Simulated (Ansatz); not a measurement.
# AlCl2: the cost of one run

Computed with Ansatz 0.2.0 (reference: DFT PBE, plane waves, PAW, scalar-relativistic, no spin polarisation, unless a step's input says otherwise).

2 further runs of the same task are left out: 1 for a known fault of the program, 1 that didn't finish.

## 1. Starting point

Symmetry: Ibam, No. 72, orthorhombic system. Conventional cell: a = 5.448 Å, b = 10.179 Å, c = 5.423 Å, α = 90.00°, β = 90.00°, γ = 90.00°. Around Cl (site symmetry m) lie 2 Al at 2.14 Å. Al (site symmetry 222) is surrounded by 4 Cl at 2.14 Å.

Structure file:

```
Cl Al
1.0
     0.00000    0.00000    5.42255
     5.44799    0.00000    0.00000
     2.72399    5.08945   -2.71128
Cl Al
4 2
Direct
  0.11501 0.09919 0.23002
  0.88499 0.90081 0.76998
  0.38499 0.32921 0.76998
  0.61501 0.67079 0.23002
  0.25000 0.00000 0.00000
  0.75000 0.00000 0.00000
```

## 2. Reference

Contents of input.yaml:

```yaml
crystal:
  lattice:
    - [0.0, 0.0, 5.422553]
    - [5.447988, 0.0, 0.0]
    - [2.723994, 5.089452, -2.711276]
  atoms:
    - { symbol: Cl, position: [0.11501, 0.09919, 0.23002] }
    - { symbol: Cl, position: [0.88499, 0.90081, 0.76998] }
    - { symbol: Cl, position: [0.38499, 0.32921, 0.76998] }
    - { symbol: Cl, position: [0.61501, 0.67079, 0.23002] }
    - { symbol: Al, position: [0.25, 0.0, 0.0] }
    - { symbol: Al, position: [0.75, 0.0, 0.0] }
  symmetry: { tolerance: 0.0003 }
kpoints:
  mp_grid: { grid: [4, 4, 4], shift: [0, 0, 0] }
magnetization:
  spin_polarized: false
scf:
  occupations: { method: fermi_dirac }
hamiltonian:
  pseudopotentials: { kind: paw }
  xc: pbe
basis:
  ecutwfc: 420
output:
  forces: true
  stress: true
  eigenvalues: true
```

Launch:

```
$ ansatz run input.yaml --threads 1 --pin off --max-ram 2560MiB --backend cpu --events-out ev --progress --plain --runs-dir out
```

Q: Estimate wall time and peak memory on 1 thread of Intel Xeon Platinum 8488C (Sapphire Rapids), shared host.

About 3 s, with a peak of 0.44 GiB.
